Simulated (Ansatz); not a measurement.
Task: the levels without and with spin-orbit coupling of Yb, space group Fm-3m, with Ansatz 0.2.0 through its Python package. Give the script and its output. Use (first run): LDA, PAW, cutoff 260 eV, 9×9×9 k-points, cold smearing of 0.15 eV.

```cif
data_structure
_symmetry_space_group_name_H-M 'P 1'
_symmetry_Int_Tables_number 1
_cell_length_a 3.8793
_cell_length_b 3.8793
_cell_length_c 3.8793
_cell_angle_alpha 60.000
_cell_angle_beta 60.000
_cell_angle_gamma 60.000
_cell_volume 41.28
loop_
_atom_site_label
_atom_site_type_symbol
_atom_site_fract_x
_atom_site_fract_y
_atom_site_fract_z
_atom_site_occupancy
Yb1 Yb 0.00000 0.00000 0.00000 1
```

`soc.py`:
```python
# -*- coding: utf-8 -*-
from dataclasses import dataclass

import ansatz
import numpy as np


@dataclass(frozen=True)
class Settings:
    mixing_beta: float = 0.1
    filling: str = "cold"
    width_ev: float = 0.15
    cutoff_ev: int = 260
    scf_tol: float = 1e-08
    max_iterations: int = 100
    kspacing: float = 0.23


opts = Settings()


def main():
    vectors = np.array([
        [0.0, 2.7431, 2.7431],
        [2.7431, 0.0, 2.7431],
        [2.7431, 2.7431, 0.0],
    ])
    crystal = ansatz.Lattice.of(vectors).atom("Yb", (0.0, 0.0, 0.0))

    model = (
        crystal.calculation()
        .mixing("msr1", beta=opts.mixing_beta)
        .occupations(opts.filling, width=opts.width_ev)
        .basis(opts.cutoff_ev)
        .scf(tolerance=opts.scf_tol, max_iterations=opts.max_iterations)
        .functional(ansatz.Functional.LDA)
        .kpoints(spacing=opts.kspacing)
        .band_table()
    )
    for label, variant in (("scalar-relativistic", model), ("spin-orbit", model.spin(soc=True))):
        summary = variant.run().report
        zero = summary["band_edges_ev"][0] if summary.get("band_edges_ev") else summary["fermi_energy_ev"]
        near = [round(e - zero, 3) for e in summary["eigenvalues_ev"][0] if abs(e - zero) < 4]
        print(label)
        print("  band edges (eV):", [round(e, 3) for e in summary.get("band_edges_ev") or []] or "none reported")
        print("  levels at k =", summary["kpoints_frac"][0], "within 4 eV of the zero:", near)


if __name__ == "__main__":
    main()
```

Running `python soc.py` prints:
```text
DeckWarning: basis.ecutwfc = 260 eV is below the records' recommended 420 eV, and the density's cutoff is lower with it unless basis.ecutrho_ratio is high enough to keep the records' density cutoff: compare with a run at a higher cutoff
scalar-relativistic
  band edges (eV): none reported
  levels at k = [0.0, 0.0, 0.0] within 4 eV of the zero: [-0.658, -0.62, -0.62, -0.62, -0.551, -0.551, -0.551, 2.813, 2.813, 2.813]
RunWarning: the Fermi level jumped to and fro: from 8.864040 eV (stationary_minimum) to 9.038487 eV (rising_crossing) at iteration 7, and from 8.927920 eV (stationary_minimum) to 8.992144 eV (rising_crossing) at iteration 10. From the next iteration the Fermi level is placed where the electron count rises through its [...]
spin-orbit
  band edges (eV): none reported
  levels at k = [0.0, 0.0, 0.0] within 4 eV of the zero: [-1.526, -1.526, -1.526, -1.526, -1.52, -1.52, -0.189, -0.189, -0.169, -0.169, -0.136, -0.136, -0.136, -0.136, 2.744, 2.744, 2.744, 2.744, 2.926, 2.926]
```
(Warnings from the package without file and line, shortened.)

Reading the output:
- The settings weren't tested for convergence.
- The cutoff lies under the one recommended for these potentials.
- Semilocal functionals put the nearly full 4f shell of Yb too close to the Fermi level.
- Cold and Methfessel-Paxton smearing aren't meant for a gap as narrow as their width.
- The computed bands are complete only to about 3.5 eV above the Fermi level.
- Levels are Kohn-Sham eigenvalues on this mesh.
- With spin-orbit coupling each level holds one electron and, with inversion or at time-reversal points, comes in pairs; a window in energy can cut a split set.
- Run time: 8.1 s on 1 thread of Arm Neoverse V2, on a shared host, peak memory 0.45 GiB.
